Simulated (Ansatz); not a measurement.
# Ta4NiO11 (P1) in Ansatz: band structure with revPBE

Aim: the band structure of Ta4NiO11 with revPBE.

Everything below comes from runs of Ansatz 0.2.0. Logs are shortened: lines on timing, memory, paths and dates and some standing lists are left out, and cuts for length are marked.

## 1. Starting point

The typed cell holds 16 atoms: a = 5.293 Å, b = 5.336 Å, c = 7.911 Å, α = 90.30°, β = 93.72°, γ = 90.45°.

The cell was built by a generator and needn't be a form met in nature.

## 2. Band structure, revPBE, collinear spin, ferromagnetic start

input.yaml reads:

```yaml
crystal:
  lattice:
    - [5.29285, -0.00032, -0.02518]
    - [-0.0419, 5.33569, 0.0234]
    - [-0.4762, -0.07999, 7.89609]
  atoms:
    - { symbol: Ta, position: [0.52261, 0.46364, 0.51843] }
    - { symbol: Ta, position: [0.55532, 0.53163, 0.98083] }
    - { symbol: Ta, position: [0.02338, 0.98832, 0.50961] }
    - { symbol: Ta, position: [0.04916, 0.02484, 0.01689] }
    - { symbol: Ni, position: [0.06538, 0.57998, 0.26898], spin: 1.0 }
    - { symbol: O, position: [0.96711, 0.93834, 0.23892] }
    - { symbol: O, position: [0.21005, 0.28324, 0.4299] }
    - { symbol: O, position: [0.27287, 0.71995, 0.06145] }
    - { symbol: O, position: [0.33888, 0.2382, 0.03682] }
    - { symbol: O, position: [0.30665, 0.75341, 0.45874] }
    - { symbol: O, position: [0.50103, 0.44858, 0.74991] }
    - { symbol: O, position: [0.70564, 0.16332, 0.48732] }
    - { symbol: O, position: [0.73302, 0.83358, 0.9406] }
    - { symbol: O, position: [0.85284, 0.36497, 0.07896] }
    - { symbol: O, position: [0.81889, 0.65561, 0.47584] }
    - { symbol: O, position: [0.07718, 0.01239, 0.7468] }
hamiltonian:
  xc: revpbe
  pseudopotentials: { kind: paw }
magnetization:
  spin_polarized: true
kpoints:
  mp_grid: { grid: [5, 5, 4] }
  band_path:
    path:
      - [[0.0, 0.5, 0.0], [0.0, 0.0, 0.0], [0.0, 0.0, -0.5]]
      - [[0.0, 0.5, -0.5], [0.0, 0.0, 0.0], [-0.5, 0.0, 0.5]]
      - [[-0.5, 0.5, 0.5], [0.0, 0.0, 0.0], [-0.5, 0.0, 0.0]]
      - [[-0.5, 0.5, 0.0], [0.0, 0.0, 0.0]]
    npoints: 10
scf:
  occupations: { method: fermi_dirac, width: 0.05 }
  n_extra_bands: 40
output:
  forces: true
  stress: true
  eigenvalues: true
  fatbands: false
  write_density: true
  write_potential: true
  elf: true
  volumetric_format: npy
```

Potentials or basis: Ansatz PAW.

Run with:

```
ansatz run input.yaml --threads 8 --pin off --max-ram 20480MiB --backend cpu --events-out ev --progress --plain --runs-dir out
```

Standard output:

```text
Warning: RAYON_NUM_THREADS=8 ignored (pool sized by the plan → 8); use --threads N
scf.n_extra_bands = 40 over 68 filled bands (N_el = 136.0): the run solves 108 bands
Engine: ansatz 0.2.0, aarch64-unknown-linux-gnu
Pseudopotentials: kind: paw
Pseudopotential: Ta, paw, valence charge 13, recommended cutoff 420 eV (normal), Ta.paw.azcp
Pseudopotential: Ni, paw, valence charge 18, recommended cutoff 420 eV (normal), Ni.paw.azcp
Pseudopotential: O, paw, valence charge 6, recommended cutoff 420 eV (normal), O.paw.azcp
Functional definition: revPBE
  parameter kappa = 1.245
  parameter beta = 0.06672455060314922
  exchange = pbe_x(kappa = kappa, mu = beta*pi^2/3)
  correlation = pbe_c(beta = beta)
Crystal: 16 atoms, lattice volume = 222.939 Å³
Basis set: ecut = 420 eV, 4345 PW (Γ), exchange–correlation on 72×72×108 points (8 copies of the dense FFT grid, shifted against one another)
Bands: 108, of which v1, the nominal top of the filled ones, is band 68 counted from 1 (67 counted from 0)
Symmetry: 1 space group operations
Space group: P1 (ITA 1), of the structure as read, at distance tolerance 6.1e-5 Å
Magnetic group: BNS 1.1 (UNI 1), of the structure as read, at distance tolerance 6.1e-5 Å
k-points: 51 of 100 (time reversal used)
Non-local potential: Ta, projectors of the file, l = 0: 3, l = 1: 2, l = 2: 2, l = 3: 1
Non-local potential: Ni, projectors of the file, l = 0: 3, l = 1: 2, l = 2: 3, l = 3: 1
Non-local potential: O, projectors of the file, l = 0: 2, l = 1: 2, l = 2: 1
PAW form: soft (Blöchl's): semilocal exchange-correlation on the pseudo side does not see the compensation charge
PAW frozen core: Ta, regenerated for the run's functional, and the local potential with it (the file was generated under x = pbe(κ = 0.804, μ = 0.2195149727645171), c = pbe(β = 0.06672455060314922))
PAW frozen core: Ni, regenerated for the run's functional, and the local potential with it (the file was generated under x = pbe(κ = 0.804, μ = 0.2195149727645171), c = pbe(β = 0.06672455060314922))
PAW frozen core: O, regenerated for the run's functional, and the local potential with it (the file was generated under x = pbe(κ = 0.804, μ = 0.2195149727645171), c = pbe(β = 0.06672455060314922))
PAW one-centre angular grid: Ta, 590 points (default); XC on 64 Gauss nodes
PAW one-centre angular grid: Ni, 590 points (default); XC on 64 Gauss nodes
PAW one-centre angular grid: O, 110 points (default); XC on 64 Gauss nodes
Initial density: superposition of atomic densities (chi_scale 0.1, normalization cell, long waves kept (reshape's long-wave potential 0.14 eV rms))
Starting moments: Σ|m| = 1 μB on 1 of 16 sites
Initial wavefunctions: pseudopotential atomic-orbital guess
Functional: x = revpbe(κ = 1.245, μ = 0.2195149727645171), c = pbe(β = 0.06672455060314922)
[... 14 lines left out ...]
SCF iter  11: F=—  HF=-51875.861886 eV  |F-HF|=—  |Δ(HF+E_count)|=   1.62e-4  Δρ=3.05e-5 (↑1.90e-5 ↓3.05e-5)  dr2=6.67e-6  dr2_m=1.57e-7  M=2.000 μB ∫|m|=2.096 μB  β_m=0.82  ethr=4.04e-8  ⟨swp⟩=2.0  Hψ=17512  notcnv=0  defer=3310
SCF iter  12: F=—  HF=-51875.861897 eV  |F-HF|=—  |Δ(HF+E_count)|=   1.09e-5  Δρ=8.98e-6 (↑8.56e-6 ↓8.98e-6)  dr2=9.19e-7  dr2_m=1.96e-9  M=2.000 μB ∫|m|=2.096 μB  β_m=0.72  ethr=4.90e-9  ⟨swp⟩=2.0  Hψ=15004  notcnv=0  defer=3310
SCF iter  13: F=—  HF=-51875.861898 eV  |F-HF|=—  |Δ(HF+E_count)|=   9.20e-7  Δρ=2.98e-6 (↑1.72e-6 ↓2.98e-6)  dr2=4.83e-8  dr2_m=2.24e-9  M=2.000 μB ∫|m|=2.096 μB  β_m=0.86  ethr=6.76e-10  ⟨swp⟩=2.0  Hψ=14828  notcnv=0  defer=3310
SCF iter  14: F=-51875.861898 eV  HF=-51875.861898 eV  |F-HF|=3.45e-9  |Δ(HF+E_count)|=   8.84e-8  Δρ=1.12e-6 (↑8.26e-7 ↓1.12e-6)  dr2=8.92e-9  dr2_m=1.56e-10  M=2.000 μB ∫|m|=2.096 μB  ethr=3.55e-11  ⟨swp⟩=13.7  Hψ=85608  notcnv=0
SCF 1 converged in 14 iterations: F = -51875.861898 eV  dr2 = 8.92e-9
NSCF: frozen V_eff on 74 k-points
SCF converged after 14 iterations
Magnetization: 2.0000 μB (69.0000 up, 67.0000 down)
Absolute magnetization: 2.0955 μB (∫|ρ↑−ρ↓|, with the PAW one-centre terms)
Spin contamination: 0.0047 ħ² per cell (⟨S²⟩ above its minimum at these occupations)
Per-site moments (μB) at R_I (Å): [(0.0023563704093948236, 0.7607659291198434), (0.0027759881211296923, 0.7758208060523252), (0.0006233820500945767, 0.7767540663396234), (0.0028495477957103644, 0.7817019062428938), (1.5175744717614326, 0.8237619090664448), (0.08946427978558294, 0.7817019062428938), (0.03757778912201219, 0.8163890705282184), (0.059827561418106745, 0.8033058943111275), (0.0033787192206985463, 0.7839108297365748), (0.07304137028861034, 0.8131440673273178), (0.001569783985003909, 0.7607659291198434), (0.003008118219348045, 0.7846674614680175), (0.0042117922031295945, 0.7828853763416509), (0.042630212130426504, 0.7981614506804643), (0.048988932426090516, 0.7901011777137245), (0.0035801052968007256, 0.7767540663396234)]
Free energy (F): -51875.861898 eV
Harris-Foulkes:  -51875.861898 eV  (|F-HF|=3.45e-9)
Internal energy: -51875.861898 eV  (E = F + TS)
E sigma→0 (E₀):  -51875.861898 eV
Entropy (-TS):   -0.000000 eV (-0.000 meV/atom)
Fermi energy:    8.279794 eV
--- Per-component energies (eV) ---
  E_band       = -1554.708948
  E_kinetic    = 3650.963236
  E_local      = -14640.400119  (includes V_loc(G=0)·N_el)
  E_nonlocal   = 1220.402680
  E_hartree    = 5766.017068
  E_xc         = -1764.162741
  E_vxc        = -1947.577630  (∫ρ·V_xc dr)
  E_paw        = -37009.875894  (= ΣΔE_a)
  E_vpaw       = -1370.156226  (= ΣTr[D̂ρ^β])
  E_aug_tail   = 0.027877  (compensation charges beyond the density's cutoff)
  E_ewald      = -9098.555228
  E_core_change = -0.278776  (= ΣΔE_core)
  E_smearing   = -0.000000  (= −TS)
  E_closure    = 0.000000  (closes the sum)
  Σ components = -51875.861898   (vs F -51875.861898, Δ=0.00e0)
--- Forces (eV/Å), atoms counted from 1 ---
  atom   1  Ta     0.00959569     0.01455198    -0.00305609
  atom   2  Ta     0.01997986     0.01624424     0.01287444
  atom   3  Ta     0.00750655     0.00748947     0.06318276
  atom   4  Ta     0.00806769     0.00051666    -0.01427971
  atom   5  Ni    -0.00174798    -0.05329876    -0.02113934
  atom   6  O     -0.06943015     0.05297541    -0.01399009
[... 8 lines left out ...]
  atom  15  O     -0.02266531    -0.01314276     0.03384721
  atom  16  O      0.03037445     0.00470639    -0.00806292
  max |Σ_I F_I| component: 3.42e-6 eV/Å
--- Stress (GPa, compression-positive) ---
        2.665889       0.046407      -0.032009
        0.046406       2.781659       0.009039
       -0.032005       0.009038       2.575384
  P = ⅓ Tr σ = 2.6743 GPa (26.743 kbar)
--- Band table (eV; the first three rows and the last of 102) ---
  k-point 0 ↑: bands = ["-96.3619", "-60.7375", "-60.6798", "-60.6374", "-60.5701", "-56.8013", "-56.7561", "-56.5101", "-27.6179", "-27.4344", "-27.3378", "-27.3314", "-27.2973", "-27.2394", "-27.2084", "-27.1661", "-27.1346", "-27.1122", "-27.0873", "-27.0759", "-11.1357", "-10.7695", "-10.5868", "-10.2361", "-9.9821", "-9.8416", "-9.5373", "-9.4563", "-9.1800", "-8.9484", "-8.6232", "1.4544", "1.5441", "1.6403", "1.7393", "1.7935", "2.0209", "2.1533", "2.3357", "2.4925", "2.6931", "2.8960", "3.1448", "3.3507", "3.4727", "3.6421", "3.9008", "4.1874", "4.3943", "4.4504", "4.6490", "4.8815", "5.1321", "5.4124", "5.5103", "5.5889", "5.6693", "5.8307", "5.9716", "6.0409", "6.1294", "6.3128", "6.3791", "6.4207", "6.6860", "6.8419", "6.8822", "7.2768", "7.4576", "10.0446", "10.1707", "10.5782", "10.7954", "10.8536", "11.2774", "11.6598", "12.0853", "12.3864", "12.5226", "12.6756", "12.8597", "13.0420", "13.2341", "14.0340", "14.4004", "14.6877", "14.9070", "15.5797", "15.8070", "17.0372", "17.1439", "17.3202", "17.5544", "17.6683", "18.0833", "18.7214", "19.2472", "19.7341", "19.9491", "20.1227", "20.4783", "20.5895", "21.0709", "21.1884", "21.3944", "21.8786", "21.9965", "22.2798"]
  k-point 1 ↑: bands = ["-96.3619", "-60.7375", "-60.6798", "-60.6374", "-60.5701", "-56.8013", "-56.7561", "-56.5101", "-27.6169", "-27.4355", "-27.3377", "-27.3314", "-27.2971", "-27.2387", "-27.2042", "-27.1642", "-27.1349", "-27.1132", "-27.0879", "-27.0813", "-11.0986", "-10.8309", "-10.5462", "-10.2358", "-9.9696", "-9.7753", "-9.5360", "-9.4555", "-9.1827", "-9.0695", "-8.6239", "1.4431", "1.5476", "1.6507", "1.7727", "1.8199", "2.0969", "2.1897", "2.3646", "2.4841", "2.8243", "2.9582", "3.2315", "3.3241", "3.5285", "3.6202", "3.7542", "4.0806", "4.1864", "4.4664", "4.6074", "4.8359", "5.1178", "5.3108", "5.4682", "5.5274", "5.7390", "5.8273", "5.9612", "6.0881", "6.2083", "6.3156", "6.3814", "6.4361", "6.6731", "6.8369", "6.8949", "7.2667", "7.4611", "10.0398", "10.1680", "10.6014", "10.9041", "11.1214", "11.2901", "11.6800", "12.0902", "12.3396", "12.4383", "12.6032", "12.9129", "13.0828", "13.2319", "13.5494", "14.2120", "14.8068", "15.1063", "15.4222", "16.0811", "17.0159", "17.1715", "17.3522", "17.4882", "17.7425", "18.2302", "18.6453", "19.1414", "19.3466", "19.7974", "20.1559", "20.5261", "20.7988", "21.0746", "21.2996", "21.5460", "21.7687", "22.1418", "22.4046"]
  k-point 2 ↑: bands = ["-96.3619", "-60.7375", "-60.6798", "-60.6374", "-60.5701", "-56.8013", "-56.7561", "-56.5101", "-27.6158", "-27.4367", "-27.3377", "-27.3314", "-27.2969", "-27.2382", "-27.1998", "-27.1611", "-27.1355", "-27.1150", "-27.0902", "-27.0852", "-11.0438", "-10.9004", "-10.5160", "-10.2355", "-9.9622", "-9.6631", "-9.5299", "-9.4516", "-9.2541", "-9.1699", "-8.6244", "1.3970", "1.5688", "1.6572", "1.7699", "1.8585", "2.0996", "2.2973", "2.4656", "2.5903", "2.8983", "2.9460", "3.3713", "3.3876", "3.4606", "3.5951", "3.7232", "3.9593", "4.0406", "4.3468", "4.5501", "4.8210", "4.9210", "5.2010", "5.4821", "5.5279", "5.6739", "5.8781", "6.0426", "6.1341", "6.2737", "6.2915", "6.4117", "6.4707", "6.6565", "6.8373", "6.9002", "7.2567", "7.4650", "10.0337", "10.1697", "10.6329", "10.9744", "11.3093", "11.6391", "11.9112", "11.9789", "12.1916", "12.2686", "12.4494", "12.8219", "13.0478", "13.1320", "13.4086", "13.8386", "15.0934", "15.2757", "15.5567", "16.0587", "17.0915", "17.1932", "17.2370", "17.4441", "17.7568", "18.5632", "18.7183", "18.9663", "19.0665", "19.2723", "20.2133", "20.7448", "20.8801", "21.0804", "21.5100", "21.6279", "21.8675", "22.1673", "22.3974"]
  k-point 50 ↓: bands = ["-94.3687", "-60.7347", "-60.6766", "-60.6344", "-60.5694", "-54.7628", "-54.7551", "-54.6951", "-27.6147", "-27.4339", "-27.3236", "-27.3105", "-27.2709", "-27.2186", "-27.2049", "-27.1778", "-27.1552", "-27.1157", "-27.0952", "-27.0821", "-10.9094", "-10.4870", "-10.1448", "-10.0615", "-9.9673", "-9.7732", "-9.6595", "-9.5235", "-9.5061", "-9.0244", "-8.8120", "1.4678", "1.6496", "1.9203", "2.0287", "2.0994", "2.1994", "2.5455", "2.6660", "2.7771", "3.0807", "3.1905", "3.3611", "3.5244", "3.6966", "3.9213", "4.0455", "4.2487", "4.3761", "4.5698", "4.6736", "4.8592", "5.0737", "5.2340", "5.3702", "5.4682", "5.6241", "5.7636", "5.8856", "6.0620", "6.1373", "6.2405", "6.3385", "6.5157", "7.2765", "7.3774", "7.4529", "8.9897", "9.3520", "10.4767", "10.6379", "10.9416", "11.1478", "11.2311", "11.5236", "11.7141", "11.8653", "12.1895", "12.3874", "12.5714", "12.6605", "13.0716", "13.7065", "13.9889", "14.7486", "15.1287", "15.3697", "15.8265", "15.9352", "16.3086", "16.7037", "16.9954", "17.3543", "18.2291", "18.5348", "18.6828", "19.0710", "19.3234", "19.8382", "20.3804", "20.5089", "20.9744", "21.0690", "21.2671", "21.5367", "21.7221", "22.1689", "22.5493"]
```

It took 1.8 min on 8 threads of Arm Neoverse V1, shared host; peak memory 2.6 GiB.

What came out:

```yaml
Free_energy: -51875.8619 eV
Pressure: 2.7 GPa
Largest_force: 0.088 eV/Å
Band_gap_on_the_k_mesh: 1.39 eV, indirect (least direct gap 1.48 eV)
Band_gap_along_the_path: 1.37 eV, indirect (least direct gap 1.47 eV)
Net_moment: 2.00 μB per cell
Absolute_moment: 2.10 μB per cell
Site_moments: Ta +0.00; Ni +1.52; O +0.09, +0.04, +0.06, +0.00, +0.07, +0.05 μB
```

Forces in eV/Å, atoms in the order of the input:
```
Ta   0.010  0.015 -0.003
Ta   0.020  0.016  0.013
Ta   0.008  0.007  0.063
Ta   0.008  0.001 -0.014
Ni  -0.002 -0.053 -0.021
O   -0.069  0.053 -0.014
O    0.018 -0.026 -0.013
O    0.031  0.013 -0.008
O    0.029 -0.028  0.041
O    0.071  0.047  0.019
O   -0.017 -0.031  0.002
O   -0.041 -0.035 -0.020
O   -0.040  0.037 -0.060
O   -0.033 -0.008 -0.009
O   -0.023 -0.013  0.034
O    0.030  0.005 -0.008
```

Stress tensor (GPa, compression positive):
```
 2.67  0.05 -0.03
 0.05  2.78  0.01
-0.03  0.01  2.58
```

Levels at the corners of the path, in eV from the valence-band top:
Spin up:
| point | band 67 | band 68 | band 69 | band 70 | band 71 | band 72 |
| --- | --- | --- | --- | --- | --- | --- |
| X | -0.69 | -0.42 | -0.22 | 2.83 | 3.11 | 3.31 |
| Γ | -0.68 | -0.28 | -0.10 | 2.49 | 2.61 | 3.02 |
| Y | -0.66 | -0.30 | -0.09 | 2.48 | 2.61 | 3.07 |
| L | -0.70 | -0.41 | -0.21 | 2.88 | 3.11 | 3.31 |
| Γ | -0.68 | -0.28 | -0.10 | 2.49 | 2.61 | 3.02 |
| Z | -0.72 | -0.51 | -0.06 | 2.95 | 3.04 | 3.42 |
| N | -0.82 | -0.79 | -0.18 | 2.93 | 3.25 | 3.66 |
| Γ | -0.68 | -0.28 | -0.10 | 2.49 | 2.61 | 3.02 |
| M | -0.76 | -0.50 | -0.09 | 2.88 | 3.02 | 3.21 |
| R | -0.86 | -0.77 | -0.18 | 2.92 | 3.19 | 3.42 |
| Γ | -0.68 | -0.28 | -0.10 | 2.49 | 2.61 | 3.02 |
Spin down:
| point | band 63 | band 64 | band 65 | band 66 | band 67 | band 68 | band 69 | band 70 | band 71 | band 72 |
| --- | --- | --- | --- | --- | --- | --- | --- | --- | --- | --- |
| X | -1.08 | -0.84 | -0.28 | -0.21 | -0.01 | 1.59 | 1.78 | 2.88 | 3.15 | 3.34 |
| Γ | -1.01 | -0.93 | -0.25 | -0.10 | -0.03 | 1.65 | 1.77 | 2.51 | 2.64 | 3.04 |
| Y | -1.00 | -0.92 | -0.25 | -0.09 | -0.04 | 1.68 | 1.77 | 2.50 | 2.63 | 3.13 |
| L | -1.01 | -0.98 | -0.30 | -0.19 | -0.04 | 1.62 | 1.81 | 2.91 | 3.15 | 3.33 |
| Γ | -1.01 | -0.93 | -0.25 | -0.10 | -0.03 | 1.65 | 1.77 | 2.51 | 2.64 | 3.04 |
| Z | -1.04 | -0.96 | -0.30 | -0.16 | -0.10 | 1.48 | 1.83 | 2.98 | 3.10 | 3.47 |
| N | -1.24 | -1.06 | -0.34 | -0.25 | -0.10 | 1.37 | 1.76 | 2.96 | 3.31 | 3.72 |
| Γ | -1.01 | -0.93 | -0.25 | -0.10 | -0.03 | 1.65 | 1.77 | 2.51 | 2.64 | 3.04 |
| M | -1.06 | -0.94 | -0.29 | -0.13 | -0.11 | 1.51 | 1.82 | 2.95 | 3.05 | 3.22 |
| R | -1.26 | -0.95 | -0.30 | -0.23 | -0.07 | 1.40 | 1.78 | 2.95 | 3.22 | 3.44 |
| Γ | -1.01 | -0.93 | -0.25 | -0.10 | -0.03 | 1.65 | 1.77 | 2.51 | 2.64 | 3.04 |

Caveat: the pressure holds a Pulay correction of +0.6 GPa for the finite cutoff; spin-orbit coupling is left out, which moves the levels of the heavy elements; a cell with one magnetic atom can't hold antiferromagnetic order, which such compounds often take; the PAW data sets come from PBE, with cores solved anew for the run's functional, which leaves a small shift of forces and pressure. Expect the measured gap to be larger: semilocal functionals such as revPBE lack the derivative discontinuity.
